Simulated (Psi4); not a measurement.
**AsH3 (arsine), step by step**

Aim: a structure relaxation (MP2/cc-pVTZ), then vibrational wavenumbers, then a single-point energy (CCSD(T)/cc-pVTZ) of AsH3 (arsine). 

Program for the calculation: Psi4 1.11.

## (1) The molecule

The species is AsH3 (4 atoms), meant as a singlet with charge 0. As SMILES, `[AsH3]`. Geometry: relaxed at PBE0-D4/def2-TZVP. The run starts from this shape.

Bond lengths: As1–H2 1.522 Å, As1–H3 1.522 Å, As1–H4 1.522 Å. Angles: H2–As1–H3 92.0°, H2–As1–H4 92.0°, H3–As1–H4 92.0°.

## (2) A structure relaxation at MP2/cc-pVTZ (density fitting, density fitting for correlation) (run 1)

Input file job.in:

```
memory 1600 mb

molecule {
  0 1
  As
  H 1 R2
  H 1 R3 2 A3
  H 1 R4 3 A4 2 D4

  R2 = 1.521686
  R3 = 1.521665
  A3 = 91.98507
  R4 = 1.52171
  A4 = 91.98753
  D4 = 92.058
}

set globals {
  basis cc-pVTZ
  geom_maxiter 60
  freeze_core true
}

e, wfn = optimize('mp2', return_wfn=True)
```

On the command line:

```sh
$ psi4 -n 1 job.in job.out
```

job.out:

```text
[...]
  Running in c1 symmetry.
[...]
  Nuclear repulsion =   35.153178369028240
[...]
  Multiplicity = 1
[...]
  Nalpha       = 18
  Nbeta        = 18
[...]
    Number of basis functions: 85
[...]
   @DF-RHF iter   1: -2235.12868024426007   -2.94741e+00   2.13090e-02 DIIS/ADIIS
[...]
   @DF-RHF iter  10: -2235.97354050941067    0.00000e+00   2.60717e-11 DIIS
[...]
    Orbital Energies [Eh]
    ---------------------
    Doubly Occupied:
       1A   -432.568067     2A    -56.292941     3A    -50.137582
       4A    -50.137582     5A    -50.136948     6A     -8.016242
       7A     -5.870766     8A     -5.870766     9A     -5.867174
      10A     -2.105181    11A     -2.105181    12A     -2.100629
      13A     -2.100629    14A     -2.097694    15A     -0.835651
      16A     -0.500281    17A     -0.500280    18A     -0.378958
[...]
  @DF-RHF Final Energy: -2235.97354050941067
   => Energetics <=
    Nuclear Repulsion Energy =             35.6656704961399385
    One-Electron Energy =               -3188.0333205127553811
    Two-Electron Energy =                 916.3941095072046892
    Total Energy =                      -2235.9735405094106682
[...]
 Multipole Moments:
 ------------------------------------------------------------------------------------
     Multipole            Electronic (a.u.)      Nuclear  (a.u.)        Total (a.u.)
 ------------------------------------------------------------------------------------
 L = 1.  Multiply by 2.5417464519 to convert [e a0] to [Debye]
 Dipole X            :          1.4093918           -1.5111074           -0.1017156
 Dipole Y            :         -1.3400905            1.4368068            0.0967163
 Dipole Z            :         -1.2772758            1.3694596            0.0921838
 Magnitude           :                                                    0.1679225
[...]
  -Total Gradient:
     Atom            X                  Y                   Z
    ------   -----------------  -----------------  -----------------
       1        0.000005959187    -0.000005141848    -0.000004808982
       2       -0.000002037692     0.000001690672     0.000001334618
       3       -0.000002212785     0.000001321739     0.000001620324
       4       -0.000001708708     0.000002129437     0.000001854037
[...]
    Final optimized geometry and variables:
    Molecular point group: c1
    Full point group: C1
    Geometry (in Angstrom), charge = 0, multiplicity = 1:
    AS
    H             1          R2
    H             1          R3      2          A3
    H             1          R4      3          A4      2          D4
    A3        =   92.7493651001
    A4        =   92.7489424030
    D4        =   92.8877323533
    R2        =    1.4996242495
    R3        =    1.4996240669
    R4        =    1.4996248116
[...]
```

Standard output:

```text
Optimizer: Optimization complete!
```

Run time: 22 s. Hardware: 1 thread of Intel Xeon 6975P-C (Granite Rapids), shared host; peak memory 0.69 GiB.

Steps, from the record of the run:

```
step  energy from the first frame kept (eV)  largest force (eV/Å)
   0                                 0.0000                0.7435
   1                                -0.0129                0.1008
   2                                -0.0137                0.0859
   3                                -0.0140                0.0500
   4                                -0.0142                0.0005
```

After the run. Bond lengths: As1–H2 1.500 Å, As1–H3 1.500 Å, As1–H4 1.500 Å. Angles: H2–As1–H3 92.7°, H2–As1–H4 92.7°, H3–As1–H4 92.7°.

## (3) Vibrational wavenumbers at MP2/cc-pVTZ (density fitting, density fitting for correlation) (run 2)

Input file ash3.inp:

```
memory 1600 mb

molecule m {
  0 1
  As    -0.215587     0.487042    -0.345182
  H      0.341911     0.627673     1.039842
  H     -1.062422    -0.690005     0.037314
  H      0.920529    -0.383891    -0.791936
}

set basis cc-pVTZ
set reference rhf
set t 400.0
set freeze_core true
set rotational_symmetry_number 3

e, wfn = freq("mp2", return_wfn=True)
```

On the command line:

```sh
$ psi4 ash3.inp ash3.out -n 1
```

ash3.out:

```text
[...]
  Running in c1 symmetry.
[...]
  Nuclear repulsion =   35.665675435925600
[...]
  Multiplicity = 1
[...]
  Nalpha       = 18
  Nbeta        = 18
[...]
    Number of basis functions: 85
[...]
   @DF-RHF iter   1: -2235.13567876243542   -2.90742e+00   2.13374e-02 ADIIS/DIIS
[...]
   @DF-RHF iter  12: -2235.97355259088135   -4.54747e-13   8.97595e-11 DIIS
[...]
    Orbital Energies [Eh]
    ---------------------
    Doubly Occupied:
       1A   -432.568127     2A    -56.292992     3A    -50.137635
       4A    -50.137634     5A    -50.137000     6A     -8.016284
       7A     -5.870808     8A     -5.870806     9A     -5.867216
      10A     -2.105223    11A     -2.105219    12A     -2.100671
      13A     -2.100669    14A     -2.097737    15A     -0.835556
      16A     -0.500376    17A     -0.500109    18A     -0.378936
[...]
  @DF-RHF Final Energy: -2235.97355259088135
   => Energetics <=
    Nuclear Repulsion Energy =             35.6574193961968504
    One-Electron Energy =               -3188.0159518214391028
    Two-Electron Energy =                 916.3849798343610473
    Total Energy =                      -2235.9735525908808995
[...]
 Multipole Moments:
 ------------------------------------------------------------------------------------
     Multipole            Electronic (a.u.)      Nuclear  (a.u.)        Total (a.u.)
 ------------------------------------------------------------------------------------
 L = 1.  Multiply by 2.5417464519 to convert [e a0] to [Debye]
 Dipole X            :         -0.7973339            0.8553319            0.0579980
 Dipole Y            :          1.7972362           -1.9266142           -0.1293780
 Dipole Z            :         -1.2444653            1.3341064            0.0896411
 Magnitude           :                                                    0.1677437
[...]
  -Total Gradient:
     Atom            X                  Y                   Z
    ------   -----------------  -----------------  -----------------
       1        0.000027926680     0.000237788256    -0.000019823209
       2       -0.000087398075    -0.000014948191     0.000036228305
       3       -0.000109944513    -0.000116531371     0.000121470341
       4        0.000169415905    -0.000106308690    -0.000137875439
[...]
  ==> Harmonic Vibrational Analysis <==
[...]
  Freq [cm^-1]                 934.2016           1048.1685           1048.1709
[...]
  IR activ [km/mol]            44.6244             21.0669             21.0667
[...]
  Freq [cm^-1]                2333.9058           2358.9304           2358.9360
[...]
  IR activ [km/mol]            78.0498             150.6441            150.6434
[...]
  Total E_0, Enthalpy at 0 [K]                                                        -2236.18257413 [Eh]
[...]
  Total H, Enthalpy at  400.00 [K]                                                    -2236.17712193 [Eh]
[...]
  Total G, Gibbs energy at  400.00 [K]                                                -2236.21279380 [Eh]
[...]
```

Run time: 89 s. Hardware: 1 thread of Intel Xeon 6975P-C (Granite Rapids), shared host; peak memory 0.68 GiB.

## (4) The energy at CCSD(T)/cc-pVTZ (run 3)

Input file input.dat:

```
memory 1600 MB

molecule geom {
  0 1
  As
  H 1 r2
  H 1 r3 2 a3
  H 1 r4 3 a4 2 d4

  r2 = 1.499624
  r3 = 1.499624
  a3 = 92.74937
  r4 = 1.499624
  a4 = 92.74894
  d4 = 92.88775
}

set {
  basis cc-pVTZ
  scf_type pk
  freeze_core true
}

energy("ccsd(t)")
```

On the command line:

```sh
$ psi4 -i input.dat -o output.dat -n 1
```

output.dat:

```text
[...]
  Running in c1 symmetry.
[...]
  Nuclear repulsion =   35.665679397926311
[...]
  Multiplicity = 1
[...]
  Nalpha       = 18
  Nbeta        = 18
[...]
    Number of basis functions: 85
[...]
   @RHF iter   1: -2235.13569920282180   -2.90742e+00   2.13371e-02 DIIS/ADIIS
[...]
   @RHF iter  10: -2235.97357821183368   -7.27596e-12   2.74980e-09 DIIS
[...]
    Orbital Energies [Eh]
    ---------------------
    Doubly Occupied:
       1A   -432.568069     2A    -56.292942     3A    -50.137584
       4A    -50.137584     5A    -50.136949     6A     -8.016241
       7A     -5.870765     8A     -5.870765     9A     -5.867174
      10A     -2.105185    11A     -2.105185    12A     -2.100633
      13A     -2.100633    14A     -2.097698    15A     -0.835649
      16A     -0.500284    17A     -0.500283    18A     -0.378962
[...]
  @RHF Final Energy: -2235.97357821183368
   => Energetics <=
    Nuclear Repulsion Energy =             35.6656793979263114
    One-Electron Energy =               -3188.0333413553344144
    Two-Electron Energy =                 916.3940837455742212
    Total Energy =                      -2235.9735782118336829
[...]
 Multipole Moments:
 ------------------------------------------------------------------------------------
     Multipole            Electronic (a.u.)      Nuclear  (a.u.)        Total (a.u.)
 ------------------------------------------------------------------------------------
 L = 1.  Multiply by 2.5417464519 to convert [e a0] to [Debye]
 Dipole X            :          1.4094477           -1.5111066           -0.1016589
 Dipole Y            :         -1.3401450            1.4368068            0.0966618
 Dipole Z            :         -1.2773268            1.3694588            0.0921320
 Magnitude           :                                                    0.1678283
[...]
      * MP2 total energy                      = -2236.205622734720691
[...]
      * CCSD total energy                     = -2236.228277798466934
[...]
      * CCSD(T) total energy                  = -2236.237290809231581
[...]
```

It took 20 s on 1 thread of Intel Xeon 6975P-C (Granite Rapids), shared host; peak memory 1.1 GiB.

## (5) What came out

```
                                                                  quantity             value
                               run 1, MP2/cc-pVTZ: total energy at the end    -2236.20554 Eh
           run 1, MP2/cc-pVTZ: correlation energy (9 core orbitals frozen)        -232.0 mEh
                                    run 2, MP2/cc-pVTZ: correlation energy        -232.0 mEh
                            run 2, MP2/cc-pVTZ: lowest harmonic wavenumber          934 cm⁻¹
                           run 2, MP2/cc-pVTZ: highest harmonic wavenumber         2359 cm⁻¹
                                     run 2, MP2/cc-pVTZ: zero-point energy       60.3 kJ/mol
run 2, MP2/cc-pVTZ: ideal-gas entropy at 400 K (symmetry number 3 as used)  56.0 cal/(mol K)
                                      run 3, CCSD(T)/cc-pVTZ: total energy    -2236.23729 Eh
               run 3, CCSD(T)/cc-pVTZ: HOMO energy (Hartree–Fock orbitals)         -10.31 eV
               run 3, CCSD(T)/cc-pVTZ: LUMO energy (Hartree–Fock orbitals)           3.67 eV
             run 3, CCSD(T)/cc-pVTZ: HOMO–LUMO gap (Hartree–Fock orbitals)          13.98 eV
       run 3, CCSD(T)/cc-pVTZ: correlation energy (9 core orbitals frozen)        -263.7 mEh
                                    run 3, CCSD(T)/cc-pVTZ: (T) correction         -9.01 mEh
                                     run 3, CCSD(T)/cc-pVTZ: T1 diagnostic             0.010
```

In words: The optimisation (run 1, MP2/cc-pVTZ) took 5 steps and changed the energy by -0.014 eV. All 6 modes (run 2, MP2/cc-pVTZ) are real, so the shape is a minimum at this level. The triples (run 3, CCSD(T)/cc-pVTZ) make up 3.4 % of the correlation energy.
